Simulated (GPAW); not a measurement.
Runs of GPAW 26.7.0 on NbP. The cell holds a slab with vacuum, 8 atoms: a = 3.350 Å, b = 3.350 Å, c = 24.561 Å, α = 90.00°, β = 90.00°, γ = 90.00°. 

```tsv
task	level	potentials or basis	cell	series job	gap on the mesh (eV)	largest force (eV/Å)	work function (eV)
single point	BEEF-vdW	GPAW PAW data sets (gpaw-data 1.2.1), pw	the (0 0 1) slab of NbP, cut from the database cell, not relaxed	-	none	1.03	(b)
single point	vdW-DF-cx	GPAW PAW data sets (gpaw-data 1.2.1), pw	the (0 0 1) slab of NbP, cut from the database cell, not relaxed	-	none	(a)	5.46
single point	revPBE	the program's PAW data sets (release 1.2.1) made for this functional, pw	the (0 0 1) slab of NbP, cut from the database cell, not relaxed	-	none	0.99	5.24
single point	LDA	the program's PAW data sets (release 1.2.1) made for this functional, pw	the (0 0 1) slab of NbP, cut from the database cell, not relaxed	-	none	1.61	5.53
```

Alike in all rows: no spin polarisation; k mesh 8 × 8 × 1; cutoff (eV) 450; smearing fermi-dirac 0.05 eV.

Problem. Fill in the values left out.

Solution. (a) 1.15; (b) 5.62.

Caveats: the PAW data sets were made with another functional, which shifts forces and pressure a little (some runs).

A k mesh can miss the band edges, and the runs leave out spin-orbit coupling on Nb.

A gap of «none» marks a metal or a gap under the smearing width.
